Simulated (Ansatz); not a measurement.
# B₂H₂Cl₄: up Jacob's ladder to CCSD(T)

One table from this session's results is given with a row withheld; the runs are named, their logs left out.

Computed with Ansatz 0.2.0, Gaussian basis. Level: functionals in def2-TZVPP, the program's frozen cores in correlated methods.

Plan: LDA (SPW92), PBE-D4, revPBE-D4, BLYP-D4, r2SCAN-D4, B97M-V, PBE0-D4, B3LYP-D4, r2SCANh-D4, r2SCAN0-D4, HSE06-D4, BHLYP-D4, CAM-B3LYP-D4, LC-ωPBE, ωB97X-V, ωB97M-V, B2PLYP, PBE-QIDH; CCSD(T)/def2-SVP; CCSD(T)/def2-TZVPP; MP2/def2-QZVPP; extrapolation to the limit; RPA on PBE.

### The relaxed structure

An earlier PBE0-D4 in a triple-zeta def2 set relaxation fixed the geometry.

8 atoms, charge 0, spin multiplicity 1.

Atoms are counted from 1 here; the program's logs count them from 0.

Bond lengths: Cl1–B2 1.765 Å, B2–Cl3 1.962 Å, B2–Cl6 1.962 Å, B2–H7 1.185 Å, Cl3–B4 1.962 Å, B4–Cl5 1.765 Å, B4–Cl6 1.962 Å, B4–H8 1.185 Å. Angles: Cl1–B2–Cl3 112.2°, Cl1–B2–Cl6 112.2°, Cl1–B2–H7 118.8°, Cl3–B2–Cl6 93.9°, Cl3–B2–H7 108.4°, Cl6–B2–H7 108.4°, B2–Cl3–B4 86.1°, Cl3–B4–Cl5 112.2°, Cl3–B4–Cl6 93.9°, Cl3–B4–H8 108.4°, Cl5–B4–Cl6 112.2°, Cl5–B4–H8 118.8°, Cl6–B4–H8 108.4°, B2–Cl6–B4 86.1°.

Geometry (Å):

```xyz
8

Cl    0.85929    0.37263    2.57504
B     1.00537    0.34223    0.81628
Cl   -0.41452    1.37174   -0.06380
B    -1.00420   -0.34193   -0.81610
Cl   -0.87574   -0.37762   -2.57602
Cl    0.42378   -1.36941    0.05310
H     2.04232    0.63843    0.32443
H    -2.03630   -0.63607   -0.31292
```

The first run:

File in.yaml:

```yaml
crystal:
  periodic: [false, false, false]
  atoms:
    - {symbol: Cl, position_ang: [0.859291, 0.372635, 2.575041]}
    - {symbol: B, position_ang: [1.005375, 0.342227, 0.816277]}
    - {symbol: Cl, position_ang: [-0.414519, 1.371738, -0.063797]}
    - {symbol: B, position_ang: [-1.004203, -0.341928, -0.816097]}
    - {symbol: Cl, position_ang: [-0.875739, -0.377621, -2.576020]}
    - {symbol: Cl, position_ang: [0.423776, -1.369406, 0.053101]}
    - {symbol: H, position_ang: [2.042322, 0.638425, 0.324427]}
    - {symbol: H, position_ang: [-2.036304, -0.636070, -0.312923]}
basis:
  gaussian: {orbitals: def2-TZVPP}
hamiltonian: {xc: lda}
output: {orbitals: {seedname: orbitals}}
```

On the command line:

```console
$ ansatz run in.yaml --threads 4 --pin off --events-out ev --progress --plain --max-ram 10444MiB
```

Among the steps run: LDA; PBE-D4 (GGA); revPBE-D4 (GGA); BLYP-D4 (GGA); r2SCAN-D4 (meta-GGA); B97M-V (meta-GGA); B3LYP-D4 (hybrid); r2SCANh-D4 (hybrid); r2SCAN0-D4 (hybrid); HSE06-D4 (hybrid); BHLYP-D4 (hybrid); CAM-B3LYP-D4 (range-separated); LC-ωPBE (range-separated); ωB97X-V (range-separated); ωB97M-V (range-separated); B2PLYP (double hybrid); PBE-QIDH (double hybrid).

One table of the session follows, with a row left open; its other results are not shown here.

It belongs to the step «Frontier levels by functional». 

```
  functional  HOMO (eV)  gap (eV)
 LDA (SPW92)      -7.54      5.21
      PBE-D4      -7.44      5.34
   revPBE-D4      -7.40      5.40
     BLYP-D4      -7.31      5.37
   r2SCAN-D4      -7.80      5.92
      B97M-V      -7.89      6.07
     PBE0-D4      -8.81      7.69
    B3LYP-D4      -8.57      7.23
  r2SCANh-D4      -8.29      6.77
  r2SCAN0-D4      -9.04      8.04
    HSE06-D4      -8.41      6.90
    BHLYP-D4     -10.08     10.05
CAM-B3LYP-D4     -10.18     10.21
     LC-ωPBE     -11.56     12.77
     ωB97X-V          ?         ?
     ωB97M-V     -11.04     12.02
```

Estimate the missing values for ωB97X-V.

**Answer.** HOMO (eV): -11.21; gap (eV): 12.32. In the column «HOMO (eV)» it lies between LC-ωPBE (-11.56) and ωB97M-V (-11.04).
